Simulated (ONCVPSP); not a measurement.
# Erbium: generating and testing an ONCV potential

Do these settings give a usable potential? It is generated, then checked for transferability, scattering, ghosts and hardness.

Program: ONCVPSP 4.0.1. Reference atom: PBE, scalar-relativistic, spherical and spin-unpolarised. All values are calculated.

**1. Settings**

Typed settings, in words:

- element: erbium (Er, Z = 68)
- type: optimised norm-conserving Vanderbilt (ONCV)
- frozen core: [Kr] 4d10
- valence charge: 22
- reference configuration: 4f12 5s2 5p6 6s0.5 (charge +1.5)
- partial waves: 5s+6s: rc 2.45 bohr, ncon 4, nbas 7, qcut 5.1 1/bohr, 2 projectors; 5p: rc 1.85 bohr, ncon 4, nbas 9, qcut 6.6 1/bohr, 2 projectors, debl 0.5 Ha; d scattering state at 0.42 Ha: rc 2.40 bohr, ncon 3, nbas 7, qcut 4.8 1/bohr, 2 projectors, debl 1 Ha; 4f: rc 0.70 bohr, ncon 5, nbas 9, qcut 27 1/bohr, 1 projector
- local potential: polynomial inside 0.55 bohr (lpopt 4, dvloc0 2 Ha)
- core correction: Teter function, fcfact 3.25, rcfact 1.25

An earlier all-electron run gives the scale for the radii.

All-electron outer shells of the reference configuration (PBE, scalar-relativistic, ld1.x):

```csv
shell,level (eV),outermost node (bohr),outermost maximum (bohr)
5s,-62.29,0.60,1.11
5p,-36.77,0.65,1.28
4f,-13.45,–,0.51
6s,-11.93,1.50,3.06
5d,-9.97,0.73,1.93
6p,-7.92,1.82,3.93
```

**2. Generation**

The input, Er.dat:

```
# ATOM AND REFERENCE CONFIGURATION
# atsym  z   nc   nv     iexc    psfile
  Er 68.00    9    4        4      upf
#
#   n    l    f
    1    0    2.00
    2    0    2.00
    2    1    6.00
    3    0    2.00
    3    1    6.00
    3    2   10.00
    4    0    2.00
    4    1    6.00
    4    2   10.00
    4    3   12.00
    5    0    2.00
    5    1    6.00
    6    0    0.50
#
# PSEUDOPOTENTIAL AND OPTIMIZATION
# lmax
    3
#
#   l,   rc,      ep,       ncon, nbas, qcut
    0    2.45    0.00    4    7    5.10
    1    1.85    0.00    4    9    6.60
    2    2.40    0.42    3    7    4.80
    3    0.70    0.00    5    9   27.00
#
# LOCAL POTENTIAL
# lloc, lpopt,  rc(5),   dvloc0
    4    4    0.55    2.00
#
# VANDERBILT-KLEINMAN-BYLANDER PROJECTORs
# l, nproj, debl
    0    2    3.90
    1    2    0.50
    2    2    1.00
    3    1    0.50
#
# MODEL CORE CHARGE
# icmod, fcfact, rcfact
    3    3.25    1.25
#
# LOG DERIVATIVE ANALYSIS
# epsh1, epsh2, depsh
   -4.00    5.00    0.02
#
# OUTPUT GRID
# rlmax, drl
    6.00    0.01
#
# TEST CONFIGURATIONS
# ncnf
    4
# nvcnf
#   n    l    f
    4
    4    3   12.00
    5    0    2.00
    5    1    6.00
    6    0    2.00
#
    4
    4    3   12.00
    5    0    2.00
    5    1    6.00
    6    0    1.00
#
    4
    4    3   12.00
    5    0    2.00
    5    1    6.00
    6    0    0.00
#
    4
    4    3   10.00
    5    0    2.00
    5    1    6.00
    6    0    0.00
#
```

Command:

```bash
oncvpsp.x < Er.dat > Er.out
```

Before running it: what results should come out? Wanted: cutoffs for 1 and 0.1 mHa per electron, occupied waves; bound ghosts; GHOST(+) flags; largest miss of a reference level; largest test error; largest phase difference near zero energy, channels read; rms error of d²Exc/dn², without and with the model core; projector energies reset by the program.

The runs gave:

| quantity | value |
| --- | --- |
| cutoffs for 1 and 0.1 mHa per electron, occupied waves | 286 Ha and 320 Ha |
| bound ghosts | s at -526.15 eV, p at -244.29 eV, d at -10151.49 eV |
| GHOST(+) flags | none at low energy |
| largest miss of a reference level | 12 meV (4f) |
| largest test error (AE − PS) | -1.1 meV, for 4f12 5s2 5p6 6s1 |
| largest phase difference near zero energy, channels read | 0.002 rad |
| rms error of d²Exc/dn², without and with the model core | 6.19 and 3.96 mHa |
| projector energies reset by the program | p: -1.351, 0.250 Ha; d: 0.050, 1.050 Ha |

In words: A bound ghost (s, p, d) makes it unfit for use: electrons can fall into a state that the atom doesn't have. The worst unpolarised test, 4f12 5s2 5p6 6s1, is off by 1.1 meV on 5.2 eV; by total energies transferability rates as very good. Atomic tests can pass in spite of a ghost, since they solve only for the levels asked. The potential is very hard: the looser tolerance needs 286 Ha. At the looser tolerance the 4f wave is the slowest; 5p needs 15 Ha. Near zero energy the phases of the channels with partial waves agree within 0.002 rad. All of this concerns the isolated atom, not yet a solid.
